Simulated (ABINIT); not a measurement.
# WC (P1) in ABINIT: notebook, part 2 of 2

ABINIT 10.8.3 (patched build).

### 3 Single point, PBEsol

run.abi

```
# Pseudopotentials
pp_dirpath "./"
pseudos "W.upf, C.upf"

# Structure
acell 3.1009234508 3.1009234508 4.385368 Angstrom
rprim
     0.0000000000    -0.7071067812    -0.7071067812
     0.0000000000     0.7071067812    -0.7071067812
     1.0000000000     0.0000000000     0.0000000000
ntypat 2
znucl 74 6
natom 4
typat 1 1 2 2
xred
     0.4731661900     0.6227553400     0.4793786200
     0.9731661900     0.1227553400     0.9793786200
     0.5268338100     0.3772446600     0.0206213800
     0.0268338100     0.8772446600     0.5206213800
chkprim 0
chksymtnons 0
tolsym 1.0e-6

# Plane-wave basis
ecut 37.0

# k points
kptopt 1
ngkpt 7 7 4
nshiftk 1
shiftk 0.0 0.0 0.0

# Exchange and correlation
ixc -116133

# Bands and occupations
nband 22
occopt 3
tsmear 0.00183747

# SCF cycle
nstep 100
tolvrs 1.0e-10

# Output
iomode 3
prtwf 0
prteig 0
prtebands 0
enunit 2
prtden 1
prtvha 1
prtvclmb 1
prtpot 1
prtelf 1
```

Potentials or basis: PseudoDojo NC SR PBEsol v0.4.1 standard.

Command:

```console
$ abinit run.abi > log 2>&1
```

run.abo:

```text
.Version 10.8.3 of ABINIT
 Symmetries : the unit cell is not primitive
================================================================================
 Values of the parameters that define the memory need of the present run
     intxc =       0    ionmov =       0      iscf =       7    lmnmax =       8
     lnmax =       8     mgfft =      48  mpssoang =       4    mqgrid =    3001
     natom =       4  nloc_mem =       1    nspden =       1   nspinor =       1
    nsppol =       1      nsym =       2    n1xccc =    2501    ntypat =       2
    occopt =       3   xclevel =       2
       mpw =        3086          nfft =       62208          nkpt =          99
================================================================================
================================================================================

--------------------------------------------------------------------------------
------------- Echo of variables that govern the present computation ------------
--------------------------------------------------------------------------------
 -outvars: echo values of preprocessed input variables --------
            acell      5.8598960594E+00  5.8598960594E+00  8.2871444813E+00 Bohr
              amu      1.83850000E+02  1.20110000E+01
          chkprim           0
      chksymtnons           0
             ecut      3.70000000E+01 Hartree
           enunit           2
                       outvar_i_n : Printing only first  50 k-points.
              ixc     -116133
                       outvar_i_n : Printing only first  50 k-points.
         kptrlatt        7    0    0      0    7    0      0    0    4
          kptrlen      3.31485779E+01
            natom           4
            nband          22
            ngfft          36      36      48
             nkpt          99
            nstep         100
             nsym           2
           ntypat           2
                       prtocc : prtvol=0, do not print more k-points.
           occopt           3
        prtebands           0
           prteig           0
           prtelf           1
           prtpot           1
         prtvclmb           1
           prtvha           1
            prtwf           0
            rprim      0.0000000000E+00 -7.0710678120E-01 -7.0710678120E-01
                       0.0000000000E+00  7.0710678120E-01 -7.0710678120E-01
                       1.0000000000E+00  0.0000000000E+00  0.0000000000E+00
           tolsym      1.00000000E-06
           tolvrs      1.00000000E-10
           tsmear      1.83747000E-03 Hartree
            typat      1  1  2  2
                       outvars : Printing only first  50 k-points.
           xangst      2.1022516600E+00  3.2800173579E-01 -2.4030096041E+00
                       4.2949356600E+00 -1.8646822643E+00 -2.4030096041E+00
                       9.0432339968E-02 -3.2800173578E-01 -1.9823583960E+00
                       2.2831163400E+00  1.8646822643E+00 -1.9823583960E+00
            xcart      3.9726798852E+00  6.1983344946E-01 -4.5410300297E+00
                       8.1162521259E+00 -3.5237387913E+00 -4.5410300297E+00
                       1.7089235546E-01 -6.1983344946E-01 -3.7461144517E+00
                       4.3144645961E+00  3.5237387913E+00 -3.7461144517E+00
             xred      4.7316619000E-01  6.2275534000E-01  4.7937862000E-01
                       9.7316619000E-01  1.2275534000E-01  9.7937862000E-01
                       5.2683381000E-01  3.7724466000E-01  2.0621380000E-02
                       2.6833810000E-02  8.7724466000E-01  5.2062138000E-01
            znucl       74.00000    6.00000

================================================================================
[... 116 lines left out ...]
================================================================================

 ----iterations are completed or convergence reached----

 Mean square residual over all n,k,spin=   40.672E-07; max=  53.706E-04
 reduced coordinates (array xred) for    4 atoms
       0.473166190000      0.622755340000      0.479378620000
       0.973166190000      0.122755340000      0.979378620000
       0.526833810000      0.377244660000      0.020621380000
       0.026833810000      0.877244660000      0.520621380000
 rms dE/dt=  1.0450E+00; max dE/dt=  1.3239E+00; dE/dt below (all hartree)
    1      -1.221070506756      1.323903121602      0.180510434355
    2      -1.221070506756      1.323903121602      0.180510434355
    3       1.221070654491     -1.323903077929     -0.180510368234
    4       1.221070654491     -1.323903077929     -0.180510368234

 cartesian coordinates (angstrom) at end:
    1      2.10225166003216     0.32800173578500    -2.40300960413341
    2      4.29493566003216    -1.86468226425778    -2.40300960413341
    3      0.09043233996784    -0.32800173578500    -1.98235839595216
    4      2.28311633996784     1.86468226425778    -1.98235839595216

 cartesian forces (hartree/bohr) at end:
    1     -0.02178197830399    -0.30709898760377     0.01240867941565
    2     -0.02178197830399    -0.30709898760377     0.01240867941565
    3      0.02178197830399     0.30709898760377    -0.01240867941565
    4      0.02178197830399     0.30709898760377    -0.01240867941565
 frms,max,avg= 1.7789343E-01 3.0709899E-01  -3.989E-09  6.279E-09  1.155E-08 h/b

 cartesian forces (eV/Angstrom) at end:
    1     -1.12007435887535   -15.79166487318167     0.63807995063612
    2     -1.12007435887535   -15.79166487318167     0.63807995063612
    3      1.12007435887535    15.79166487318167    -0.63807995063612
    4      1.12007435887535    15.79166487318167    -0.63807995063612
 frms,max,avg= 9.1476480E+00 1.5791665E+01  -2.051E-07  3.229E-07  5.938E-07 e/A
 length scales=  5.859896059417  5.859896059417  8.287144481320 bohr
              =  3.100923450800  3.100923450800  4.385368000000 angstroms
 Fermi (or HOMO) energy (hartree) =   0.66166   Average Vxc (hartree)=  -0.51495
 Eigenvalues (hartree) for nkpt=  99  k points:
 kpt#   1, nband= 22, wtk=  0.00510, kpt=  0.0000  0.0000  0.0000 (reduced coord)
  -2.07166   -2.06973   -0.78684   -0.77778   -0.77114   -0.75955   -0.75252   -0.74910
   0.10376    0.18656    0.36298    0.41724    0.45563    0.46320    0.47915    0.51524
   0.58537    0.64908    0.74378    0.76683    0.76918    0.78623
      occupation numbers for kpt#   1
   2.00000    2.00000    2.00000    2.00000    2.00000    2.00000    2.00000    2.00000
   2.00000    2.00000    2.00000    2.00000    2.00000    2.00000    2.00000    2.00000
   2.00000    1.99787    0.00000    0.00000    0.00000    0.00000
 prteigrs : prtvol=0 or 1, do not print more k-points.

 Fermi (or HOMO) energy (eV) =  18.00465   Average Vxc (eV)= -14.01249
 Eigenvalues (   eV  ) for nkpt=  99  k points:
 kpt#   1, nband= 22, wtk=  0.00510, kpt=  0.0000  0.0000  0.0000 (reduced coord)
 -56.37271  -56.32030  -21.41104  -21.16455  -20.98372  -20.66852  -20.47712  -20.38396
   2.82357    5.07668    9.87719   11.35370   12.39843   12.60436   13.03844   14.02030
  15.92861   17.66236   20.23931   20.86638   20.93035   21.39433
 prteigrs : prtvol=0 or 1, do not print more k-points.

--- !EnergyTerms
iteration_state     : {dtset: 1, }
comment             : Components of total free energy in Hartree
kinetic             :  5.04751648116895E+01
hartree             :  2.02776513878885E+01
xc                  : -3.75933454143382E+01
Ewald energy        : -1.28545557901441E+02
psp_core            :  4.01353065363150E+00
local_psp           : -9.68710826840428E+01
non_local_psp       :  2.48876306239521E+01
internal            : -1.63356008522660E+02
'-kT*entropy'       : -5.90280249372512E-04
total_energy        : -1.63356598802909E+02
total_energy_eV     : -4.44515950585573E+03
band_energy         : -8.96165660514358E+00
...

 Cartesian components of stress tensor (hartree/bohr^3)
  sigma(1 1)= -1.12387234E-04  sigma(3 2)= -2.48493787E-03
  sigma(2 2)= -6.74736572E-03  sigma(3 1)=  1.65168771E-04
  sigma(3 3)= -2.00073137E-03  sigma(2 1)= -7.86264281E-04

-Cartesian components of stress tensor (GPa)         [Pressure=  8.6895E+01 GPa]
- sigma(1 1)= -3.30654658E+00  sigma(3 2)= -7.31093963E+01
- sigma(2 2)= -1.98514353E+02  sigma(3 1)=  4.85943301E+00
- sigma(3 3)= -5.88635491E+01  sigma(2 1)= -2.31326938E+01

== END DATASET(S) ==============================================================
================================================================================

 -outvars: echo values of variables after computation  --------
            acell      5.8598960594E+00  5.8598960594E+00  8.2871444813E+00 Bohr
           etotal     -1.6335659880E+02
            fcart     -2.1781978304E-02 -3.0709898760E-01  1.2408679416E-02
                      -2.1781978304E-02 -3.0709898760E-01  1.2408679416E-02
                       2.1781978304E-02  3.0709898760E-01 -1.2408679416E-02
                       2.1781978304E-02  3.0709898760E-01 -1.2408679416E-02
            rprim      0.0000000000E+00 -7.0710678120E-01 -7.0710678120E-01
                       0.0000000000E+00  7.0710678120E-01 -7.0710678120E-01
                       1.0000000000E+00  0.0000000000E+00  0.0000000000E+00
           strten     -1.1238723382E-04 -6.7473657187E-03 -2.0007313683E-03
                      -2.4849378737E-03  1.6516877092E-04 -7.8626428137E-04
           xangst      2.1022516600E+00  3.2800173579E-01 -2.4030096041E+00
                       4.2949356600E+00 -1.8646822643E+00 -2.4030096041E+00
                       9.0432339968E-02 -3.2800173578E-01 -1.9823583960E+00
                       2.2831163400E+00  1.8646822643E+00 -1.9823583960E+00
             xred      4.7316619000E-01  6.2275534000E-01  4.7937862000E-01
                       9.7316619000E-01  1.2275534000E-01  9.7937862000E-01
                       5.2683381000E-01  3.7724466000E-01  2.0621380000E-02
                       2.6833810000E-02  8.7724466000E-01  5.2062138000E-01
 Calculation completed.
```

Run time: 4.3 min. Hardware: 1 thread of Arm Neoverse V1, shared host; peak memory 0.17 GiB.

Results:

```
Free energy                                           : -4445.1595 eV
Pressure                                              : 86.9 GPa
Largest force                                         : 15.844 eV/Å
Band gap on the k mesh                                : none (metal or under the smearing width)
Valence electrons inside the program's atomic spheres : W 10.59; C 4.86
```

Forces on the atoms (eV/Å):
```
W    -1.120 -15.792   0.638
W    -1.120 -15.792   0.638
C     1.120  15.792  -0.638
C     1.120  15.792  -0.638
```

Levels at points of the mesh, in eV from the Fermi level:
| k point | band 16 | band 17 | band 18 | band 19 | band 20 | band 21 |
| --- | --- | --- | --- | --- | --- | --- |
| (0.00, 0.00, 0.00) | -3.98 | -2.08 | -0.34 | 2.23 | 2.86 | 2.93 |
| (0.00, 0.00, 0.50) | -4.70 | -1.11 | -1.11 | -0.49 | -0.49 | 3.07 |

Caveat: a pressure of tens of GPa on the cell as given is suspect, and the run, the potentials or the cell itself is likely at fault; forces of over 1 eV/Å show positions far from the minimum, so gaps and moduli don't describe the material at rest. The run has no spin-orbit coupling, so splittings on W are missing.
